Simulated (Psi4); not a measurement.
**CH6BNO2 (SMILES COB(N)O), step by step**

We compute a geometry optimisation (singlet CH6BNO2, B3LYP/def2-SVPD), then a single-point energy (doublet [CH6BNO2]+, UB3LYP/def2-SVPD), then a structure relaxation (doublet [CH6BNO2]+, UB3LYP/def2-SVPD), then a single-point energy (doublet [CH6BNO2]−, UB3LYP/def2-SVPD), then a geometry optimisation (doublet [CH6BNO2]−, UB3LYP/def2-SVPD) of CH6BNO2. 

The calculation is run with Psi4 1.11.

## Step 1: The molecule

CH6BNO2: 11 atoms, total charge 0, spin state singlet. As SMILES, `COB(N)O`. The coordinates come from a PBE0-D4/def2-TZVP relaxation. This is one conformer, not always the lowest. The run starts from this shape.

Bond lengths: C1–O2 1.404 Å, O2–B3 1.375 Å, B3–N4 1.409 Å, B3–O5 1.372 Å, C1–H6 1.096 Å, C1–H7 1.091 Å, C1–H8 1.096 Å, N4–H9 1.002 Å, N4–H10 1.003 Å, O5–H11 0.959 Å. Some angles: C1–O2–B3 120.9°, O2–B3–N4 123.5°, O2–B3–O5 117.8°, N4–B3–O5 118.7°, O2–C1–H6 111.6°, O2–C1–H7 108.2°, O2–C1–H8 111.6°, B3–N4–H9 124.4°, B3–N4–H10 121.1°, B3–O5–H11 111.1°.

## Step 2: A geometry optimisation at B3LYP/def2-SVPD (density fitting) (run 1)

The input, calc.inp:

```
memory 1600 mb

molecule {
  0 1
  C      0.713500     0.851600     1.129700
  O     -0.446700     0.102500     0.878500
  B     -0.644000    -0.506700    -0.338400
  N      0.275800    -0.431900    -1.403700
  O     -1.801000    -1.223100    -0.514800
  H      0.801300     1.701800     0.443100
  H      0.654400     1.238600     2.147600
  H      1.616900     0.236000     1.047600
  H      1.144100     0.066300    -1.366900
  H      0.095200    -0.890900    -2.277500
  H     -2.344100    -1.201100     0.275400
  symmetry c1
}

set basis def2-SVPD

E, wfn = opt('b3lyp', return_wfn=True)
```

Command:

```
$ psi4 -i calc.inp -o calc.out -n 1
```

calc.out:

```text
[...]
  Running in c1 symmetry.
[...]
  Nuclear repulsion =  176.313767947352375
[...]
  Multiplicity = 1
[...]
  Nalpha       = 20
  Nbeta        = 20
[...]
    Number of basis functions: 154
[...]
   @DF-RKS iter   1:  -271.22003637453611   -1.86622e-01   7.20563e-03 DIIS/ADIIS
[...]
   @DF-RKS iter   7:  -271.74077353690916   -2.78533e-12   4.45371e-09 DIIS
[...]
  @DF-RKS Final Energy:  -271.74077353690916
   => Energetics <=
    Nuclear Repulsion Energy =            175.2985798676885736
    One-Electron Energy =                -717.6866804975386458
    Two-Electron Energy =                 299.6756453418615251
    DFT Exchange-Correlation Energy =     -29.0283182489206233
    Empirical Dispersion Energy =           0.0000000000000000
    VV10 Nonlocal Energy =                  0.0000000000000000
    Total Energy =                       -271.7407735369092165
[...]
  -Total Gradient:
     Atom            X                  Y                   Z
    ------   -----------------  -----------------  -----------------
       1        0.000015169691     0.000019369613     0.000023196209
       2        0.000008578304     0.000022353768     0.000046068045
       3        0.000054508863    -0.000039174944    -0.000171310671
       4       -0.000043799024     0.000020733897     0.000107928043
       5       -0.000013423139    -0.000008454544    -0.000000375782
       6       -0.000010093934     0.000001648375    -0.000024719670
       7       -0.000015066987    -0.000000201430     0.000020040692
       8        0.000003254367    -0.000022256769    -0.000014726133
       9        0.000019630973     0.000007924546    -0.000005273238
      10        0.000001769580    -0.000009399562    -0.000025680226
      11        0.000018569558     0.000006141533    -0.000011311734
[...]
```

The script printed:

```text
Optimizer: Optimization complete!
```

Run time: 43 s. Hardware: 1 thread of Intel Xeon 6975P-C (Granite Rapids), shared host; peak memory 1.3 GiB.

The path in brief:

```tsv
step	energy from the first frame kept (eV)	largest force (eV/Å)
0	0.0000	0.2746
1	-0.0110	0.0663
2	-0.0113	0.0358
3	-0.0113	0.0095
```

After the run. Bond lengths: C1–O2 1.411 Å, O2–B3 1.378 Å, B3–N4 1.416 Å, B3–O5 1.376 Å, C1–H6 1.103 Å, C1–H7 1.097 Å, C1–H8 1.103 Å, N4–H9 1.008 Å, N4–H10 1.009 Å, O5–H11 0.962 Å. Some angles: C1–O2–B3 122.6°, O2–B3–N4 123.5°, O2–B3–O5 118.0°, N4–B3–O5 118.6°, O2–C1–H6 111.4°, O2–C1–H7 108.1°, O2–C1–H8 111.4°, B3–N4–H9 124.8°, B3–N4–H10 121.1°, B3–O5–H11 112.6°.

## Step 3: The doublet cation: a single-point energy at UB3LYP/def2-SVPD (density fitting) (run 2)

The input, calc.inp:

```
memory 1.6 GB

molecule {
  1 2
  C      0.720864     0.864439     1.150483
  O     -0.436481     0.106210     0.872776
  B     -0.645991    -0.509270    -0.341844
  N      0.269893    -0.442231    -1.419606
  O     -1.808975    -1.225616    -0.510131
  H      0.812098     1.725515     0.466892
  H      0.643104     1.243014     2.177225
  H      1.633560     0.249537     1.073323
  H      1.146504     0.053991    -1.398996
  H      0.080298    -0.907196    -2.294761
  H     -2.367236    -1.214371     0.273528
  symmetry c1
}

set reference uks

energy("b3lyp/def2-SVPD")
```

Command:

```
$ psi4 -i calc.inp -o calc.out -n 1
```

calc.out:

```text
[...]
  Running in c1 symmetry.
[...]
  Nuclear repulsion =  175.298566597422308
[...]
  Multiplicity = 2
[...]
  Nalpha       = 20
  Nbeta        = 19
[...]
    Number of basis functions: 154
[...]
   @DF-UKS iter   1:  -271.06326636766022   -7.17026e-02   5.66769e-03 ADIIS/DIIS
[...]
   @DF-UKS iter  13:  -271.37466228143137   -8.39561e-08   8.88312e-07 DIIS
[...]
   @S^2 Observed:                7.610450292E-01
[...]
  @DF-UKS Final Energy:  -271.37466228143137
   => Energetics <=
    Nuclear Repulsion Energy =            175.2985665974223082
    One-Electron Energy =                -707.8595042115221077
    Two-Electron Energy =                 289.9391626506317152
    DFT Exchange-Correlation Energy =     -28.7528873179633386
    Empirical Dispersion Energy =           0.0000000000000000
    VV10 Nonlocal Energy =                  0.0000000000000000
    Total Energy =                       -271.3746622814313696
[...]
 Multipole Moments:
 ------------------------------------------------------------------------------------
     Multipole            Electronic (a.u.)      Nuclear  (a.u.)        Total (a.u.)
 ------------------------------------------------------------------------------------
 L = 1.  Multiply by 2.5417464519 to convert [e a0] to [Debye]
 Dipole X            :         -2.8048065            4.2157871            1.4109806
 Dipole Y            :         -2.2224495            2.6927558            0.4703063
 Dipole Z            :         -1.6101792            0.8433923           -0.7667869
 Magnitude           :                                                    1.6733249
[...]
```

Wall time 27 s (1 thread of Intel Xeon 6975P-C (Granite Rapids), shared host); peak memory 1.2 GiB.

## Step 4: The doublet cation: a geometry optimisation at UB3LYP/def2-SVPD (density fitting) (run 3)

The input, ch6bno2.xyz:

```xyz
11
CH6BNO2
C      0.720864     0.864439     1.150483
O     -0.436481     0.106210     0.872776
B     -0.645991    -0.509270    -0.341844
N      0.269893    -0.442231    -1.419606
O     -1.808975    -1.225616    -0.510131
H      0.812098     1.725515     0.466892
H      0.643104     1.243014     2.177225
H      1.633560     0.249537     1.073323
H      1.146504     0.053991    -1.398996
H      0.080298    -0.907196    -2.294761
H     -2.367236    -1.214371     0.273528
```

The input, calc.py:

```python
import psi4

psi4.set_memory(1600000000)
psi4.set_num_threads(1)
psi4.core.set_output_file('psi4.out', False)

with open('ch6bno2.xyz') as f:
    atoms = ''.join(f.readlines()[2:])
molecule = psi4.geometry('1 2\n' + atoms + 'symmetry c1')

psi4.set_options({
    'basis': 'def2-SVPD',
    'reference': 'uks',
    'geom_maxiter': 50,
})

result, w = psi4.optimize('B3LYP', return_wfn=True)
print(f'total energy {result:.8f} hartree = {result * 27.211386:.5f} eV')
print(molecule.to_string(dtype='xyz', units='Angstrom'))
```

Command:

```
$ python calc.py
```

psi4.out:

```text
[...]
  Running in c1 symmetry.
[...]
  Nuclear repulsion =  175.298566597422308
[...]
  Multiplicity = 2
[...]
  Nalpha       = 20
  Nbeta        = 19
[...]
    Number of basis functions: 154
[...]
   @DF-UKS iter   1:  -271.06326636766022   -7.17026e-02   5.66769e-03 DIIS/ADIIS
[...]
   @DF-UKS iter   9:  -271.38404186559933   -3.29692e-12   6.46564e-09 DIIS
[...]
   @S^2 Observed:                7.563276537E-01
[...]
  @DF-UKS Final Energy:  -271.38404186559933
   => Energetics <=
    Nuclear Repulsion Energy =            173.1844674114782947
    One-Electron Energy =                -703.9520458009642425
    Two-Electron Energy =                 288.1264455361078944
    DFT Exchange-Correlation Energy =     -28.7429090122213040
    Empirical Dispersion Energy =           0.0000000000000000
    VV10 Nonlocal Energy =                  0.0000000000000000
    Total Energy =                       -271.3840418655993290
[...]
  -Total Gradient:
     Atom            X                  Y                   Z
    ------   -----------------  -----------------  -----------------
       1        0.000003927806    -0.000006623439     0.000030337673
       2        0.000000654096     0.000010532296    -0.000040358324
       3       -0.000016821255    -0.000015869755     0.000016968549
       4        0.000024634829     0.000009443533    -0.000006470832
       5       -0.000001771808    -0.000014835579    -0.000033642212
       6       -0.000000067307    -0.000003584048    -0.000008743710
       7       -0.000001875514    -0.000005665252    -0.000007894250
       8        0.000005889039     0.000006691990    -0.000013169732
       9        0.000007477160    -0.000000532583    -0.000005483100
      10       -0.000005159486    -0.000003739823    -0.000012450160
      11        0.000001349175     0.000008232191     0.000017657878
[...]
```

Standard output:

```text
Some dependencies such as QCElemental have not yet finished migration to pydantic v2. If issues are encountered please downgrade pydantic or upgrade QCElemental as appropriate
	Previous geometry is closer to target in internal coordinates, so using that one.

	Best geometry has RMS(Delta(q)) = 1.34e-05

	Unable to completely converge to displaced geometry.
	RMS(dx):  1.800e-06 	Max(dx):  4.747e-06 	RMS(dq):  3.627e-05
	Previous geometry is closer to target in internal coordinates, so using that one.

	Best geometry has RMS(Delta(q)) = 3.63e-05

	Unable to completely converge to displaced geometry.
	RMS(dx):  1.862e-06 	Max(dx):  5.672e-06 	RMS(dq):  2.518e-06
	Previous geometry is closer to target in internal coordinates, so using that one.

	Best geometry has RMS(Delta(q)) = 2.37e-06

	Unable to completely converge to displaced geometry.
	RMS(dx):  3.707e-06 	Max(dx):  8.595e-06 	RMS(dq):  1.894e-06
	Previous geometry is closer to target in internal coordinates, so using that one.

	Best geometry has RMS(Delta(q)) = 1.85e-06

	Unable to completely converge to displaced geometry.
	RMS(dx):  1.112e-06 	Max(dx):  3.132e-06 	RMS(dq):  1.997e-06
	Previous geometry is closer to target in internal coordinates, so using that one.

	Best geometry has RMS(Delta(q)) = 2.00e-06

	Unable to completely converge to displaced geometry.
	RMS(dx):  1.410e-06 	Max(dx):  4.317e-06 	RMS(dq):  2.958e-06
	Previous geometry is closer to target in internal coordinates, so using that one.

	Best geometry has RMS(Delta(q)) = 1.43e-06

Optimizer: Optimization complete!
total energy -271.38404187 hartree = -7384.73592 eV
11
1 2 BCH6NO2
C                     1.145136266136     1.158533104956     1.269929790192
O                     0.007140121884     0.371375462977     0.895691019584
B                    -0.321924215760    -0.270791501660    -0.223176721638
N                     0.599226703620    -0.250861735029    -1.425951484187
O                    -1.422075618288    -0.990231600448    -0.482839741672
H                     1.233541430310     2.034377994711     0.610984231580
H                     0.979002009725     1.492369784347     2.297848073649
H                     2.058639916598     0.547945546337     1.227161898388
H                     1.502369542508     0.230335939209    -1.479975951540
H                     0.334514195820    -0.750477700560    -2.283618224338
H                    -2.096176883741    -1.083670694159     0.205127217429
```

Wall time 3.1 min (1 thread of Intel Xeon 6975P-C (Granite Rapids), shared host); peak memory 1.3 GiB.

Step by step:

```tsv
step	energy from the first frame kept (eV)	largest force (eV/Å)
0	0.0000	3.5889
1	-0.1755	1.8330
2	-0.2375	0.9206
3	-0.2503	0.4866
4	-0.2543	0.1239
5	-0.2551	0.0344
6	-0.2552	0.0168
7	-0.2552	0.0056
8	-0.2552	0.0021
```

After the run. Bond lengths: C1–O2 1.433 Å, O2–B3 1.331 Å, B3–N4 1.515 Å, B3–O5 1.340 Å, C1–H6 1.100 Å, C1–H7 1.093 Å, C1–H8 1.100 Å, N4–H9 1.025 Å, N4–H10 1.027 Å, O5–H11 0.968 Å. Some angles: C1–O2–B3 132.9°, O2–B3–N4 120.7°, O2–B3–O5 128.7°, N4–B3–O5 110.6°, O2–C1–H6 110.2°, O2–C1–H7 107.0°, O2–C1–H8 110.1°, B3–N4–H9 125.7°, B3–N4–H10 120.0°, B3–O5–H11 119.1°.

## Step 5: The doublet anion: a single-point energy at UB3LYP/def2-SVPD (density fitting) (run 4)

ch6bno2.xyz is that of step 4.

The input, calc.py:

```python
import psi4

psi4.set_memory('1600 MB')
psi4.set_num_threads(1)
psi4.core.set_output_file('psi4.out', False)

with open('ch6bno2.xyz') as f:
    atoms = ''.join(f.readlines()[2:])
m = psi4.geometry('-1 2\n' + atoms + 'symmetry c1')

options = {'basis': 'def2-SVPD', 'reference': 'uks'}
psi4.set_options(options)

energy_value = psi4.energy("B3LYP")
print('E =', round(energy_value, 9))
```

Command:

```
$ python calc.py
```

psi4.out:

```text
[...]
  Running in c1 symmetry.
[...]
  Nuclear repulsion =  175.298566597422308
[...]
  Multiplicity = 2
[...]
  Nalpha       = 21
  Nbeta        = 20
[...]
    Number of basis functions: 154
[...]
   @DF-UKS iter   1:  -270.80514764453568    1.86416e-01   8.24173e-03 ADIIS/DIIS
[...]
   @DF-UKS iter  11:  -271.70126913774544   -6.87591e-08   8.04275e-07 DIIS
[...]
   @S^2 Observed:                7.500871776E-01
[...]
  @DF-UKS Final Energy:  -271.70126913774544
   => Energetics <=
    Nuclear Repulsion Energy =            175.2985665974223082
    One-Electron Energy =                -723.6378874909182741
    Two-Electron Energy =                 305.7542590799116056
    DFT Exchange-Correlation Energy =     -29.1162073241611061
    Empirical Dispersion Energy =           0.0000000000000000
    VV10 Nonlocal Energy =                  0.0000000000000000
    Total Energy =                       -271.7012691377454416
[...]
 Multipole Moments:
 ------------------------------------------------------------------------------------
     Multipole            Electronic (a.u.)      Nuclear  (a.u.)        Total (a.u.)
 ------------------------------------------------------------------------------------
 L = 1.  Multiply by 2.5417464519 to convert [e a0] to [Debye]
 Dipole X            :         -3.1754470            4.2157871            1.0403401
 Dipole Y            :         -1.9212057            2.6927558            0.7715501
 Dipole Z            :         -0.3746242            0.8433923            0.4687681
 Magnitude           :                                                    1.3774399
[...]
```

Standard output:

```text
E = -271.701269138
```

Wall time 24 s (1 thread of Intel Xeon 6975P-C (Granite Rapids), shared host); peak memory 1.2 GiB.

## Step 6: The doublet anion: a geometry optimisation at UB3LYP/def2-SVPD (density fitting) (run 5)

The input, calc.dat:

```
memory 1.6 GB

molecule {
  -1 2
  C      1.36223553     1.63355296     2.17409778
  O     -0.82482955     0.20070781     1.64930761
  B     -1.22074607    -0.96238082    -0.64599154
  N      0.51002385    -0.83569547    -2.68266654
  O     -3.41846732    -2.31607857    -0.96400788
  H      1.53464281     3.26075077     0.88229801
  H      1.21529043     2.34895603     4.11435896
  H      3.08698101     0.47155659     2.02828651
  H      2.16657856     0.10202820    -2.64371929
  H      0.15174123    -1.71435198    -4.33646981
  H     -4.47342771    -2.29482860     0.51689301
  units au
  symmetry c1
}

set {
  basis        def2-SVPD
  reference    uks
  geom_maxiter 50
}

e_tot = optimize("b3lyp")
print_variables()
```

Command:

```
$ psi4 -i calc.dat -o calc.out -n 1
```

calc.out:

```text
[...]
  Running in c1 symmetry.
[...]
  Nuclear repulsion =  175.298566736354275
[...]
  Multiplicity = 2
[...]
  Nalpha       = 21
  Nbeta        = 20
[...]
    Number of basis functions: 154
[...]
   @DF-UKS iter   1:  -270.80514768711953    1.86416e-01   8.24173e-03 ADIIS/DIIS
[...]
   @DF-UKS iter   8:  -271.70143007437639   -9.43601e-12   6.64276e-09 DIIS
[...]
   @S^2 Observed:                7.500902755E-01
[...]
  @DF-UKS Final Energy:  -271.70143007437639
   => Energetics <=
    Nuclear Repulsion Energy =            175.0500769283413263
    One-Electron Energy =                -723.1588248624922244
    Two-Electron Energy =                 305.5146571784591174
    DFT Exchange-Correlation Energy =     -29.1073393186846161
    Empirical Dispersion Energy =           0.0000000000000000
    VV10 Nonlocal Energy =                  0.0000000000000000
    Total Energy =                       -271.7014300743763897
[...]
  -Total Gradient:
     Atom            X                  Y                   Z
    ------   -----------------  -----------------  -----------------
       1        0.000098554718     0.000062559374     0.000017672666
       2       -0.000077723339    -0.000047251226    -0.000009542822
       3        0.000018050823     0.000030126639     0.000051383794
       4        0.000016920270    -0.000000732840    -0.000025829997
       5        0.000030726768    -0.000026095064    -0.000105579134
       6       -0.000008390323    -0.000018483824    -0.000008175278
       7       -0.000021539201    -0.000013521923    -0.000003788496
       8       -0.000016416213    -0.000004526315    -0.000014152936
       9        0.000014226346     0.000004646575    -0.000007363802
      10       -0.000006308213    -0.000005019817    -0.000003978253
      11       -0.000030011419     0.000001215697     0.000043238826
[...]
```

On the terminal:

```text
Optimizer: Optimization complete!
```

It took 76 s on 1 thread of Intel Xeon 6975P-C (Granite Rapids), shared host; peak memory 1.3 GiB.

Steps, from the record of the run:

```tsv
step	energy from the first frame kept (eV)	largest force (eV/Å)
0	0.0000	0.3601
1	-0.0041	0.0987
2	-0.0043	0.0347
3	-0.0044	0.0061
```

After the run. Bond lengths: C1–O2 1.405 Å, O2–B3 1.383 Å, B3–N4 1.417 Å, B3–O5 1.378 Å, C1–H6 1.106 Å, C1–H7 1.102 Å, C1–H8 1.106 Å, N4–H9 1.012 Å, N4–H10 1.012 Å, O5–H11 0.970 Å. Some angles: C1–O2–B3 123.1°, O2–B3–N4 123.4°, O2–B3–O5 117.8°, N4–B3–O5 118.8°, O2–C1–H6 111.6°, O2–C1–H7 108.1°, O2–C1–H8 111.6°, B3–N4–H9 124.9°, B3–N4–H10 120.6°, B3–O5–H11 112.1°.

## Step 7: Results

| quantity | value |
| --- | --- |
| run 1, B3LYP/def2-SVPD: total energy at the end | -271.74077 Eh |
| run 1, B3LYP/def2-SVPD: dipole moment | 1.92 D |
| run 1, B3LYP/def2-SVPD: HOMO energy | -7.40 eV |
| run 1, B3LYP/def2-SVPD: LUMO energy | -0.08 eV |
| run 1, B3LYP/def2-SVPD: HOMO–LUMO gap | 7.32 eV |
| doublet cation, run 2: total energy | -271.37466 Eh |
| doublet cation, run 2: HOMO energy (highest over α and β) | -13.74 eV |
| doublet cation, run 2: LUMO energy (lowest over α and β) | -12.48 eV |
| doublet cation, run 2: ⟨S²⟩ | 0.761 |
| doublet cation, run 3: total energy at the end | -271.38404 Eh |
| doublet cation, run 3: HOMO energy (highest over α and β) | -13.80 eV |
| doublet cation, run 3: LUMO energy (lowest over α and β) | -11.98 eV |
| doublet cation, run 3: ⟨S²⟩ | 0.756 |
| doublet anion, run 4: total energy | -271.70127 Eh |
| doublet anion, run 4: HOMO energy (highest over α and β) | 2.26 eV |
| doublet anion, run 4: LUMO energy (lowest over α and β) | 3.18 eV |
| doublet anion, run 4: ⟨S²⟩ | 0.750 |
| doublet anion, run 5: total energy at the end | -271.70143 Eh |
| doublet anion, run 5: HOMO energy (highest over α and β) | 2.25 eV |
| doublet anion, run 5: LUMO energy (lowest over α and β) | 3.18 eV |
| doublet anion, run 5: ⟨S²⟩ | 0.750 |
| adiabatic electron affinity (to the doublet anion, no zero-point term) | -1.071 eV |
| adiabatic ionisation energy (to the doublet cation, no zero-point term) | 9.707 eV |

In words: The adiabatic electron affinity (to the doublet anion, no zero-point term) is −1.07 eV (−25 kcal/mol). A negative value puts this state of the anion above the relaxed parent: the electron is not bound at this level, and such a value depends on the basis. The adiabatic ionisation energy (to the doublet cation, no zero-point term) is 9.71 eV (937 kJ/mol). The optimisation (run 1, B3LYP/def2-SVPD) took 4 steps and changed the energy by -0.011 eV. The optimisation (doublet cation, run 3) took 9 steps and changed the energy by -0.255 eV. The HOMO (doublet anion, run 4) lies at positive energy, 2.26 eV; only total energies tell whether the electron is bound.
